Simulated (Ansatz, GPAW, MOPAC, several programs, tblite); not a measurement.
**Many methods on one cell: FeBrI (Janus 1T monolayer)**

FeBrI as a Janus 1T monolayer, relaxed with r2SCAN in Ansatz, was computed with several methods. In-plane lattice: a = 3.734 Å, b = 3.734 Å, γ = 120.0°; thickness between the outer nuclei 2.76 Å. Around Fe lie 3 Br at 2.54 Å and 3 I at 2.59 Å; around Br lie 3 Fe at 2.54 Å; around I lie 3 Fe at 2.59 Å. The cell comes from a prototype generator: it can be a known phase or a hypothetical one. Spin polarisation is off.

```cif
data_structure
_symmetry_space_group_name_H-M 'P 1'
_symmetry_Int_Tables_number 1
_cell_length_a 3.7342
_cell_length_b 3.7342
_cell_length_c 30.0401
_cell_angle_alpha 90.000
_cell_angle_beta 90.000
_cell_angle_gamma 120.000
_cell_volume 362.76
loop_
_atom_site_label
_atom_site_type_symbol
_atom_site_fract_x
_atom_site_fract_y
_atom_site_fract_z
_atom_site_occupancy
Fe1 Fe 0.00000 0.00000 0.30062 1
Br1 Br 0.33333 0.66667 0.34506 1
I1 I 0.66667 0.33333 0.25312 1
```
The sheet repeats along a and b alone.

Gaps and times are for a single point on this cell. Times are rough, from shared hosts (Arm Neoverse V2), and each method has its own mesh and cell size. PM6 (MOPAC), PM7 (MOPAC), GFN1-xTB (tblite), GFN2-xTB (tblite) treat a cluster of cells at its zone centre, which samples few k points: where these miss a band edge, the gap comes out too large for that reason alone. Gaps from k meshes are read at a limited set of points (mesh, symmetry points, PBE's band edges), so each method's own least gap may be somewhat smaller. xTB and the PM methods were fitted mostly to molecules, and can miss a solid's gap by electronvolts. Minimal bases can be far off for gaps. The open d shell was run without spin, which may not be the ground state of these methods, hybrids least of all. GLLB-SC's gap includes the derivative discontinuity. d marks a direct gap, i an indirect one (no mark: not told apart), a dash a value that wasn't computed or didn't pass its checks.

```tsv
method	kind	gap (eV)	atoms computed	processor time
GFN1-xTB (tblite)	tight binding	0.55	27	0.86 s
GFN2-xTB (tblite)	tight binding	0.63	27	1 s
PM7 (MOPAC)	semi-empirical	9.02	27	3.4 s
PBE/single zeta (GPAW)	small basis	0.72 i	3	4.5 s
light PBE (260 eV and a coarse mesh)	light plane-wave	0.65 i	3	5.3 s
PBE	semilocal	0.68 i	3	19 s
r2SCAN	semilocal	1.49 i	3	48 s
GLLB-SC (GPAW)	model potential	2.20	3	57 s
PM6 (MOPAC)	semi-empirical	4.86	27	97 s
```

No spin-orbit coupling is included; it can move band edges with weight on the heavy atoms by tenths of an eV.
